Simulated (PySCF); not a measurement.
# One shape, several levels: C2H7BBrN (SMILES CCNBBr)

Aim: a comparison of 5 runs (HF/STO-3G, HF/3-21G, HF/pcseg-1, B3LYP/6-31G*, MP2/6-31G*) of C2H7BBrN. The job is set up through a Python script.

Program for the calculation: PySCF 2.14.0.

## Step 1: The molecule

The species is C2H7BBrN (12 atoms), meant as a singlet with charge 0. As SMILES, `CCNBBr`. The coordinates come from a GFN2-xTB relaxation. This is one conformer, not always the lowest.

Bond lengths: C1–C2 1.526 Å, C2–N3 1.448 Å, N3–B4 1.375 Å, B4–Br5 1.889 Å, C1–H6 1.086 Å, C1–H7 1.088 Å, C1–H8 1.087 Å, C2–H9 1.097 Å, C2–H10 1.092 Å, N3–H11 1.013 Å, B4–H12 1.170 Å. Some angles: C1–C2–N3 111.4°, C2–N3–B4 127.8°, N3–B4–Br5 118.4°, C1–C2–H9 109.6°, C1–C2–H10 110.1°, N3–C2–H9 109.2°, N3–C2–H10 108.1°, C2–C1–H6 110.1°, C2–C1–H7 110.6°, C2–C1–H8 110.3°.

## Step 2: Energy and gradient at HF/STO-3G (run 1)

run.py

```python
from pyscf import gto

system = gto.M(
    atom=[
    ('C', (-0.813990, -0.362440, 1.393530)),
    ('C', (0.452460, -0.394870, 0.542660)),
    ('N', (0.162300, -0.115330, -0.848550)),
    ('B', (0.605540, 0.942930, -1.606200)),
    ('Br', (0.030600, 1.066620, -3.401480)),
    ('H', (-0.570690, -0.569170, 2.431820)),
    ('H', (-1.525450, -1.110250, 1.049050)),
    ('H', (-1.283630, 0.616420, 1.332850)),
    ('H', (0.923600, -1.382060, 0.622150)),
    ('H', (1.162610, 0.354560, 0.897490)),
    ('H', (-0.469020, -0.800090, -1.246620)),
    ('H', (1.325660, 1.753670, -1.166710)),
],
    verbose=4,
    spin=0,
    basis='sto-3g',
    max_memory=1860,
)

myscf = system.RHF()
myscf.conv_tol = 1e-10
myscf.kernel()
if not myscf.converged:
    myscf = myscf.newton().run(myscf.mo_coeff, myscf.mo_occ)

etot = myscf.e_tot
print('E = %.10f Eh' % etot)
grad = myscf.nuc_grad_method().kernel()
dip = myscf.dip_moment()
pop, q = myscf.mulliken_pop()
```

Launch:

```bash
OMP_NUM_THREADS=1 python run.py
```

Log:

```text
PySCF version 2.14.0

[... 66 lines left out ...]
converged SCF energy = -2701.76761303191
[... 12 lines left out ...]
Dipole moment(X, Y, Z, Debye): -0.25267, -1.50496,  2.54624
[... 58 lines left out ...]
charge of   11H =     -0.06380
```

It took 3.6 s on 1 thread of Arm Neoverse V1, shared host; peak memory 0.12 GiB.

## Step 3: Energy and forces at HF/3-21G (run 2)

input.py

```python
# CCNBBr
from pyscf import gto

mol = gto.M(
    atom='''
C       -0.813990      -0.362440       1.393530
C        0.452460      -0.394870       0.542660
N        0.162300      -0.115330      -0.848550
B        0.605540       0.942930      -1.606200
Br       0.030600       1.066620      -3.401480
H       -0.570690      -0.569170       2.431820
H       -1.525450      -1.110250       1.049050
H       -1.283630       0.616420       1.332850
H        0.923600      -1.382060       0.622150
H        1.162610       0.354560       0.897490
H       -0.469020      -0.800090      -1.246620
H        1.325660       1.753670      -1.166710
''',
    basis='3-21g',
    verbose=4,
    max_memory=1860,
    spin=0,
)

myscf = mol.RHF()
myscf.conv_tol = 1e-10
myscf.kernel()
if not myscf.converged:
    myscf = myscf.newton().run(myscf.mo_coeff, myscf.mo_occ)

e_final = myscf.e_tot
print('Final energy', e_final)
grad = myscf.nuc_grad_method().kernel()
myscf.analyze()
```

Launch:

```bash
OMP_NUM_THREADS=1 python input.py
```

Log:

```text
PySCF version 2.14.0

[... 89 lines left out ...]
MO #2   energy= -64.7538892326802  occ= 2
[... 13 lines left out ...]
MO #16  energy= -3.0547374170611   occ= 2
[... 13 lines left out ...]
MO #30  energy= -0.463950739483221 occ= 2
[... 13 lines left out ...]
MO #44  energy= 0.43032341622555   occ= 0
[... 13 lines left out ...]
MO #58  energy= 1.11856119915651   occ= 0
[... 13 lines left out ...]
MO #72  energy= 2.89232978626507   occ= 0
[... 87 lines left out ...]
Dipole moment(X, Y, Z, Debye): -0.23861, -1.71241,  3.02011
```

Wall time 3.6 s (1 thread of Arm Neoverse V1, shared host); peak memory 0.14 GiB.

Runs 3 to 4 aren't shown in full; the table further down has their settings and results.

## Step 4: Energy and gradient at MP2/6-31G(d) (spherical functions) (run 5)

calc.py

```python
from pyscf import gto, mp

molecule = gto.M(
    atom='''
C       -0.813990      -0.362440       1.393530
C        0.452460      -0.394870       0.542660
N        0.162300      -0.115330      -0.848550
B        0.605540       0.942930      -1.606200
Br       0.030600       1.066620      -3.401480
H       -0.570690      -0.569170       2.431820
H       -1.525450      -1.110250       1.049050
H       -1.283630       0.616420       1.332850
H        0.923600      -1.382060       0.622150
H        1.162610       0.354560       0.897490
H       -0.469020      -0.800090      -1.246620
H        1.325660       1.753670      -1.166710
''',
    basis='6-31g*',
    max_memory=1860,
    verbose=4,
    charge=0,
    spin=0,
)

mf = molecule.RHF()
mf.conv_tol = 1e-10
mf.kernel()
if not mf.converged:
    mf = mf.newton().run(mf.mo_coeff, mf.mo_occ)

pt = mp.MP2(mf, frozen=13).run()
e_final = pt.e_tot
print(f'total energy: {e_final:.8f} hartree')
grad = pt.nuc_grad_method().kernel()
mf.analyze()
```

Launch:

```bash
OMP_NUM_THREADS=1 python calc.py
```

Log:

```text
PySCF version 2.14.0

[... 101 lines left out ...]
MO #7   energy= -11.2691301860824  occ= 2
[... 18 lines left out ...]
MO #26  energy= -0.587052840493926 occ= 2
[... 18 lines left out ...]
MO #45  energy= 0.423510115140314  occ= 0
[... 18 lines left out ...]
MO #64  energy= 1.07638983811153   occ= 0
[... 18 lines left out ...]
MO #83  energy= 2.10081413295299   occ= 0
[... 18 lines left out ...]
MO #102 energy= 5.58758421691884   occ= 0
[... 117 lines left out ...]
Dipole moment(X, Y, Z, Debye): -0.19643, -1.53629,  2.76154
```

It took 32 s on 1 thread of Arm Neoverse V1, shared host; peak memory 1.2 GiB.

## Step 5: The series

```csv
run,level,integration grid,frozen core orbitals,energy (Eh),dipole moment (D) of the reference,HOMO energy (eV),LUMO energy (eV),wall time
1,HF/STO-3G,–,–,-2701.767613,2.97,-8.11,8.54,3.6 s
2,HF/3-21G,–,–,-2718.188202,3.48,-10.29,4.43,3.6 s
3,HF/pcseg-1,–,–,-2731.068502,3.16,-10.57,3.76,24 s
4,B3LYP/6-31G* (spherical functions),5,–,-2733.982809,3.22,-7.15,0.38,59 s
5,MP2/6-31G* (spherical functions),–,13,-2731.874314,3.17,-10.49,4.35,32 s
```

## Step 6: Outcome

```
                                           quantity           value
                                run 5: total energy  -2731.87431 Eh
        run 5: dipole moment (Hartree–Fock density)          3.17 D
         run 5: HOMO energy (Hartree–Fock orbitals)       -10.49 eV
         run 5: LUMO energy (Hartree–Fock orbitals)         4.35 eV
       run 5: HOMO–LUMO gap (Hartree–Fock orbitals)        14.84 eV
run 5: correlation energy (13 core orbitals frozen)      -749.4 mEh
                    run 5: largest force on an atom      1.121 eV/Å
```

Over runs 1, 2, 3, 4 the dipole moment (its size) runs from 2.97 D (HF/STO-3G) to 3.48 D (HF/3-21G). Over runs 1, 2, 3, 4 the HOMO–LUMO gap runs from 7.54 eV (B3LYP/6-31G*) to 16.65 eV (HF/STO-3G). The two ends differ in method and basis. In run 1 the basis is minimal, so the values are rough. All runs together took 2 min, the longest 59 s.
